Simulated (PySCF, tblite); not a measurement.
# C₅H₁₄BN: a rotation path, then NMR shifts on frames

How do NMR shifts of C₅H₁₄BN (`[BH3-][NH2+]CC1CCC1`) change as the atoms move?

Computed with tblite 0.8.0 and PySCF 2.14.0, with density-fitted response routines of our own, on a single molecule in the gas phase. Atoms count from 0, in the outputs and in this text.

## 1. Starting geometry

21 atoms, charge 0, multiplicity 1; geometry from: GFN2-xTB.

Bonds of the start (Å): B0–N1 1.64, N1–C2 1.46, C2–C3 1.52, C3–C4 1.54, C4–C5 1.54, C5–C6 1.54, C6–C3 1.54, B0–H7 1.19, B0–H8 1.19, B0–H9 1.19, N1–H10 1.02, N1–H11 1.02, C2–H12 1.09, C2–H13 1.09, C3–H14 1.09, C4–H15 1.09, C4–H16 1.09, C5–H17 1.09, C5–H18 1.09, C6–H19 1.09, C6–H20 1.09.

## 2. The rotation path with GFN2-xTB

The job: settings as JSON, then the geometry in Å.

```
{"job": {"kind": "neb", "xc": "GFN2-xTB", "basis": "xTB", "atoms": [3, 2, 1, 0], "turn": 120}, "charge": 0, "multiplicity": 1}
B      2.988077     0.802941    -0.565584
N      1.720872     0.128355     0.236978
C      0.550909    -0.155912    -0.589864
C     -0.607912    -0.720397     0.221234
C     -1.919650    -0.910501    -0.564202
C     -2.626768     0.085060     0.369207
C     -1.315928     0.291351     1.145015
H      3.296229     0.023933    -1.413353
H      3.835876     0.946030     0.262156
H      2.591045     1.837761    -1.004432
H      1.473484     0.774120     0.981238
H      2.072270    -0.725743     0.659325
H      0.255189     0.775664    -1.077342
H      0.851824    -0.858707    -1.370382
H     -0.284419    -1.626451     0.741240
H     -2.318957    -1.921474    -0.536604
H     -1.858374    -0.587876    -1.601138
H     -3.430931    -0.347345     0.959736
H     -3.001638     0.976730    -0.127262
H     -1.360849    -0.001755     2.192181
H     -0.919270     1.303713     1.081385
```

Level: GFN2-xTB climbing-image nudged elastic band, gas phase.

Run with:

```sh
> OMP_NUM_THREADS=1 python probes_run.py task.json out
```

One launch serves the whole session: the jobs run in the order shown.

The log of the run:

```text
image   E - E0 / eV
  0       0.0000
  1       0.0105
  2       0.0380
  3       0.0727
  4       0.0998
  5       0.1145
  6       0.1243
  7       0.1182
  8       0.0986
```

It took 18 s on 1 thread of Intel Xeon at 2.50GHz, shared host.

The final band, with the dihedral C3–C2–N1–B0:

| image | dihedral (°) | energy (eV) | energy (kcal/mol) |
| --- | --- | --- | --- |
| 0 | -177 | 0.000 | 0.0 |
| 1 | -165 | 0.011 | 0.2 |
| 2 | -152 | 0.038 | 0.9 |
| 3 | -138 | 0.073 | 1.7 |
| 4 | -124 | 0.100 | 2.3 |
| 5 | -111 | 0.115 | 2.6 |
| 6 | -97 | 0.124 | 2.9 |
| 7 | -85 | 0.118 | 2.7 |
| 8 | -71 | 0.099 | 2.3 |

## 3. Shielding tensors: image 0, PBE0/pcSseg-1

The job: settings as JSON, then the geometry in Å.

```
{"job": {"kind": "nmr", "xc": "PBE0", "basis": "pcSseg-1", "pop": false}, "charge": 0, "multiplicity": 1}
B      2.988100     0.802900    -0.565600
N      1.720900     0.128400     0.237000
C      0.550900    -0.155900    -0.589900
C     -0.607900    -0.720400     0.221200
C     -1.919600    -0.910500    -0.564200
C     -2.626800     0.085100     0.369200
C     -1.315900     0.291400     1.145000
H      3.296200     0.023900    -1.413400
H      3.835900     0.946000     0.262200
H      2.591000     1.837800    -1.004400
H      1.473500     0.774100     0.981200
H      2.072300    -0.725700     0.659300
H      0.255200     0.775700    -1.077300
H      0.851800    -0.858700    -1.370400
H     -0.284400    -1.626500     0.741200
H     -2.319000    -1.921500    -0.536600
H     -1.858400    -0.587900    -1.601100
H     -3.430900    -0.347300     0.959700
H     -3.001600     0.976700    -0.127300
H     -1.360800    -0.001800     2.192200
H     -0.919300     1.303700     1.081400
```

Level: GIAO PBE0/pcSseg-1 NMR shielding, non-relativistic, gas phase.

The log of the run:

```text
coarse grid: 16264 points
cycle   1  E = -278.0421122825  dE =  6.806e-01  |g| = 4.568e-01  |ddm| = 3.861e+00
cycle   2  E = -278.0529470499  dE = -1.083e-02  |g| = 4.492e-01  |ddm| = 9.574e-01
cycle   3  E = -278.1085756985  dE = -5.563e-02  |g| = 6.783e-02  |ddm| = 4.557e-01
cycle   4  E = -278.1095509156  dE = -9.752e-04  |g| = 2.147e-02  |ddm| = 7.908e-02
cycle   5  E = -278.1096717608  dE = -1.208e-04  |g| = 4.677e-03  |ddm| = 2.346e-02
cycle   6  E = -278.1096763513  dE = -4.591e-06  |g| = 1.939e-03  |ddm| = 5.046e-03
final grid: 153448 points
cycle   7  E = -278.1510323326  dE = -5.978e-05  |g| = 1.108e-02  |ddm| = 3.693e-02
cycle   8  E = -278.1510198846  dE =  1.245e-05  |g| = 1.342e-02  |ddm| = 2.053e-02
cycle   9  E = -278.1510635520  dE = -4.367e-05  |g| = 7.867e-04  |ddm| = 1.105e-02
cycle  10  E = -278.1510636962  dE = -1.442e-07  |g| = 2.015e-04  |ddm| = 7.337e-04
cycle  11  E = -278.1510637044  dE = -8.198e-09  |g| = 5.922e-05  |ddm| = 1.717e-04
cycle  12  E = -278.1510637051  dE = -7.130e-10  |g| = 1.743e-05  |ddm| = 6.640e-05
converged SCF energy = -278.1510637051

GIAO shielding tensors (ppm)
atom      isotropic    diamagn.    paramagn.     s11        s22        s33       span
  0 B      123.825     184.876     -61.051    106.812    108.605    156.057     49.244
  1 N      209.710     319.253    -109.543    194.064    208.444    226.624     32.560
  2 C      128.594     248.379    -119.785    101.425    124.528    159.829     58.404
  3 C      152.022     248.911     -96.888    142.027    152.473    161.566     19.539
  4 C      163.583     249.996     -86.413    150.032    156.412    184.307     34.275
  5 C      170.956     252.128     -81.172    161.247    165.075    186.546     25.299
  6 C      162.534     249.655     -87.120    146.756    157.982    182.865     36.108
  7 H       29.787      28.685       1.102     26.903     27.732     34.726      7.823
  8 H       29.663      28.356       1.307     26.653     27.509     34.827      8.173
  9 H       29.818      28.827       0.991     26.828     27.902     34.725      7.897
 10 H       28.879      33.689      -4.809     21.456     29.069     36.113     14.658
 11 H       29.464      32.488      -3.024     21.994     27.848     38.551     16.557
 12 H       29.095      32.911      -3.816     24.802     30.407     32.076      7.274
 13 H       28.854      32.284      -3.430     24.423     29.403     32.736      8.313
 14 H       29.624      33.630      -4.005     25.773     29.855     33.245      7.472
 15 H       29.391      30.309      -0.917     25.923     26.916     35.336      9.413
 16 H       30.015      31.019      -1.005     26.599     28.486     34.959      8.360
 17 H       29.595      29.308       0.287     26.280     26.727     35.776      9.496
 18 H       29.628      29.885      -0.257     26.244     26.819     35.821      9.578
 19 H       29.482      31.297      -1.815     25.885     27.587     34.974      9.089
 20 H       30.199      32.329      -2.130     26.547     29.714     34.335      7.787
```

Wall time 1.7 min (1 thread of Intel Xeon at 2.50GHz, shared host); peak memory 0.85 GiB.

The references, computed at this level on geometries of the same kind, shield at (ppm): ¹H TMS 31.72, ¹³C TMS 186.9, ¹⁵N NH3 267.7, ¹¹B BF3·OEt2 100.1. Their shielding less the atom's gives the shift. The references are single molecules in the gas phase, so shifts against H2O, NH3, PH3, H3PO4 or CFCl3 are not on the usual liquid scales and can be off by tens of ppm. Each atom is listed at this fixed geometry, with no averaging over motion; a spectrum would average atoms that exchange fast.

| atoms | environment | σ (ppm) | δ (ppm) |
| --- | --- | --- | --- |
| C2 | sp3 CH2 bonded to N | 128.6 | 58.3 |
| C3 | sp3 CH in a ring | 152.0 | 34.9 |
| C6 | sp3 CH2 in a ring | 162.5 | 24.4 |
| C4 | sp3 CH2 in a ring | 163.6 | 23.3 |
| C5 | sp3 CH2 in a ring | 171.0 | 16.0 |
| H13 | hydrogen on an sp3 CH2 bonded to N | 28.85 | 2.86 |
| H10 | hydrogen on a donor nitrogen of a Lewis adduct | 28.88 | 2.84 |
| H12 | hydrogen on an sp3 CH2 bonded to N | 29.10 | 2.62 |
| H15 | hydrogen on an sp3 CH2 in a ring | 29.39 | 2.33 |
| H11 | hydrogen on a donor nitrogen of a Lewis adduct | 29.46 | 2.25 |
| H19 | hydrogen on an sp3 CH2 in a ring | 29.48 | 2.24 |
| H17 | hydrogen on an sp3 CH2 in a ring | 29.59 | 2.12 |
| H14 | hydrogen on an sp3 CH in a ring | 29.62 | 2.09 |
| H18 | hydrogen on an sp3 CH2 in a ring | 29.63 | 2.09 |
| H8 | hydrogen on a boron bonded to N | 29.66 | 2.05 |
| H7 | hydrogen on a boron bonded to N | 29.79 | 1.93 |
| H9 | hydrogen on a boron bonded to N | 29.82 | 1.90 |
| H16 | hydrogen on an sp3 CH2 in a ring | 30.01 | 1.70 |
| H20 | hydrogen on an sp3 CH2 in a ring | 30.20 | 1.52 |
| B0 | boron bonded to N, 3 H | 123.8 | -23.8 |
| N1 | donor nitrogen of a Lewis adduct | 209.7 | 58.0 |

Ring of atoms C3, C4, C5, C6: NICS(0) 1.8, NICS(1) 0.4, NICS(1)zz 5.0 ppm (means of both faces).

## 4. NMR shieldings: image 3, PBE0/pcSseg-1

The job: settings as JSON, then the geometry in Å.

```
{"job": {"kind": "nmr", "xc": "PBE0", "basis": "pcSseg-1", "pop": false}, "charge": 0, "multiplicity": 1}
B      2.708100     1.073500    -0.380800
N      1.795600    -0.187000     0.148400
C      0.589400    -0.473200    -0.638900
C     -0.598900    -0.793300     0.256700
C     -1.940300    -0.938800    -0.485500
C     -2.500400     0.270200     0.280000
C     -1.156600     0.432600     1.009200
H      3.032800     0.823600    -1.498100
H      3.631000     1.124200     0.373600
H      2.001600     2.032000    -0.300800
H      1.532200     0.079300     1.091800
H      2.400400    -0.998200     0.209700
H      0.363400     0.418300    -1.227100
H      0.787200    -1.295300    -1.331600
H     -0.365800    -1.642500     0.905200
H     -2.461900    -1.875100    -0.302200
H     -1.859400    -0.790800    -1.559600
H     -3.336100     0.033800     0.933900
H     -2.781300     1.111900    -0.348600
H     -1.214800     0.326300     2.091000
H     -0.634900     1.358000     0.773200
```

With the program's defaults for keys left out, this is: GIAO PBE0/pcSseg-1 NMR shielding, non-relativistic, gas phase.

The log of the run:

```text
coarse grid: 16264 points
cycle   1  E = -278.0388125647  dE =  6.861e-01  |g| = 4.582e-01  |ddm| = 3.861e+00
cycle   2  E = -278.0481471443  dE = -9.335e-03  |g| = 4.567e-01  |ddm| = 9.625e-01
cycle   3  E = -278.1055465339  dE = -5.740e-02  |g| = 6.749e-02  |ddm| = 4.679e-01
cycle   4  E = -278.1065131833  dE = -9.666e-04  |g| = 2.133e-02  |ddm| = 7.669e-02
cycle   5  E = -278.1066334112  dE = -1.202e-04  |g| = 4.695e-03  |ddm| = 2.329e-02
cycle   6  E = -278.1066380828  dE = -4.672e-06  |g| = 1.908e-03  |ddm| = 5.169e-03
final grid: 153448 points
cycle   7  E = -278.1476811958  dE = -6.354e-05  |g| = 1.084e-02  |ddm| = 3.997e-02
cycle   8  E = -278.1476693262  dE =  1.187e-05  |g| = 1.308e-02  |ddm| = 2.013e-02
cycle   9  E = -278.1477111812  dE = -4.186e-05  |g| = 7.764e-04  |ddm| = 1.093e-02
cycle  10  E = -278.1477113217  dE = -1.404e-07  |g| = 1.999e-04  |ddm| = 7.570e-04
cycle  11  E = -278.1477113300  dE = -8.318e-09  |g| = 5.866e-05  |ddm| = 1.693e-04
cycle  12  E = -278.1477113307  dE = -7.078e-10  |g| = 1.644e-05  |ddm| = 6.625e-05
converged SCF energy = -278.1477113307

GIAO shielding tensors (ppm)
atom      isotropic    diamagn.    paramagn.     s11        s22        s33       span
  0 B      122.528     186.687     -64.159    101.421    111.834    154.329     52.908
  1 N      213.020     318.837    -105.817    191.285    212.975    234.801     43.516
  2 C      129.640     247.633    -117.993    101.281    126.110    161.528     60.247
  3 C      152.869     250.374     -97.504    139.246    153.095    166.267     27.021
  4 C      163.774     250.355     -86.581    150.446    156.571    184.305     33.859
  5 C      171.457     251.243     -79.787    162.038    165.433    186.900     24.863
  6 C      163.596     249.175     -85.580    148.216    158.563    184.009     35.793
  7 H       29.674      29.129       0.544     27.042     27.448     34.531      7.489
  8 H       29.736      28.777       0.958     26.513     27.692     35.003      8.490
  9 H       29.790      29.768       0.022     26.661     28.132     34.579      7.918
 10 H       29.264      34.068      -4.805     22.541     29.052     36.198     13.656
 11 H       28.933      31.006      -2.074     21.973     26.037     38.788     16.816
 12 H       28.953      32.565      -3.612     24.667     30.797     31.396      6.729
 13 H       28.888      31.994      -3.106     24.863     28.944     32.856      7.993
 14 H       29.618      33.483      -3.865     25.763     29.737     33.355      7.592
 15 H       29.463      30.255      -0.792     25.961     26.942     35.487      9.526
 16 H       30.091      30.990      -0.899     26.655     28.522     35.095      8.440
 17 H       29.614      29.375       0.239     26.304     26.726     35.811      9.507
 18 H       29.597      29.799      -0.202     26.121     26.870     35.800      9.679
 19 H       29.512      31.308      -1.796     25.763     27.782     34.990      9.227
 20 H       29.752      31.956      -2.203     25.808     29.484     33.965      8.157
```

Run time: 99 s. Hardware: 1 thread of Intel Xeon at 2.50GHz, shared host; peak memory 0.9 GiB.

This run: δ C2 57.3, C3 34.1, C6 23.3, C4 23.2, H13 2.83, H11 2.78 ppm.

[end of part 1 of 2]
